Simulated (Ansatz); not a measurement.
# BF2H3Si: ionisation energy by level of theory

An exercise on one series of results from a longer session: the logs are not shown, and one member is left open.

Computed with Ansatz 0.2.0, Gaussian basis. Level: unrestricted cation, the program's frozen cores in correlated methods.

The runs, in order: UKS PBE-D4/def2-TZVPP; UKS r2SCAN-D4/def2-TZVPP; UKS PBE0-D4/def2-TZVPP; UKS B3LYP-D4/def2-TZVPP; UKS wB97X-V/def2-TZVPP; UKS wB97M-V/def2-TZVPP; UKS B2PLYP/def2-TZVPP; UHF-CCSD(T)/def2-TZVPP; UHF-MP2/def2-QZVPP; extrapolation to the limit; then −ε(HOMO) from the neutral's earlier runs with LDA (SPW92), PBE-D4, revPBE-D4, BLYP-D4, r2SCAN-D4, B97M-V, PBE0-D4, B3LYP-D4, r2SCANh-D4, r2SCAN0-D4, HSE06-D4, BHLYP-D4, CAM-B3LYP-D4, LC-ωPBE, ωB97X-V, ωB97M-V.

## The geometry

An earlier PBE0-D4 in a triple-zeta def2 set relaxation fixed the geometry.

SMILES `B[SiH](F)F`, 7 atoms, charge 0, spin multiplicity 1.

Atoms are counted from 1 here; the program's logs count them from 0.

Bond lengths: B1–Si2 2.012 Å, B1–H5 1.194 Å, B1–H6 1.194 Å, Si2–F3 1.594 Å, Si2–F4 1.594 Å, Si2–H7 1.486 Å. Angles: Si2–B1–H5 120.9°, Si2–B1–H6 120.9°, H5–B1–H6 118.1°, B1–Si2–F3 111.5°, B1–Si2–F4 111.5°, B1–Si2–H7 112.5°, F3–Si2–F4 106.1°, F3–Si2–H7 107.5°, F4–Si2–H7 107.5°.

The first run:

The input, in.yaml:

```yaml
crystal:
  periodic: [false, false, false]
  atoms:
    - {symbol: B, position_ang: [-0.751928, 0.944410, -0.083577]}
    - {symbol: Si, position_ang: [0.514445, -0.614527, 0.036582]}
    - {symbol: F, position_ang: [0.604614, -1.179509, 1.524363]}
    - {symbol: F, position_ang: [0.028281, -1.832535, -0.869416]}
    - {symbol: H, position_ang: [-1.346252, 1.175248, -1.093179]}
    - {symbol: H, position_ang: [-0.880946, 1.701275, 0.830942]}
    - {symbol: H, position_ang: [1.892887, -0.262462, -0.391415]}
basis:
  gaussian: {orbitals: def2-TZVPP}
total_charge: 1
magnetization: {spin_polarized: true, initial_magnetization: 1}
hamiltonian: {xc: pbe, dispersion: d4}
```

On the command line:

```bash
$ ansatz run in.yaml --threads 2 --pin off --events-out ev --progress --plain --max-ram 4352MiB
```

Among the steps run: Cation, UKS PBE-D4/def2-TZVPP; Cation, UKS r2SCAN-D4/def2-TZVPP; Cation, UKS PBE0-D4/def2-TZVPP; Cation, UKS B3LYP-D4/def2-TZVPP; Cation, UKS wB97X-V/def2-TZVPP; Cation, UKS wB97M-V/def2-TZVPP; Cation, UKS B2PLYP (frozen core)/def2-TZVPP; Cation, UHF-CCSD(T)/def2-TZVPP; Cation, UHF-MP2/def2-QZVPP.

One table of the session follows, with a row left open; its other results are not shown here.

Orbital estimates, from the neutral's runs:

| functional | −ε(HOMO) (eV) |
| --- | --- |
| LDA (SPW92) | 7.46 |
| PBE-D4 | 7.37 |
| revPBE-D4 | 7.33 |
| BLYP-D4 | 7.30 |
| r2SCAN-D4 | 7.68 |
| B97M-V | 7.76 |
| PBE0-D4 | ? |
| B3LYP-D4 | 8.54 |
| r2SCANh-D4 | 8.17 |
| r2SCAN0-D4 | 8.92 |
| HSE06-D4 | 8.32 |
| BHLYP-D4 | 10.02 |
| CAM-B3LYP-D4 | 10.14 |
| LC-ωPBE | 11.46 |
| ωB97X-V | 11.11 |
| ωB97M-V | 10.91 |

Estimate the missing values for PBE0-D4.

**Answer.** −ε(HOMO) (eV): 8.72. In the column «−ε(HOMO) (eV)» it lies between B3LYP-D4 (8.54) and r2SCAN0-D4 (8.92).
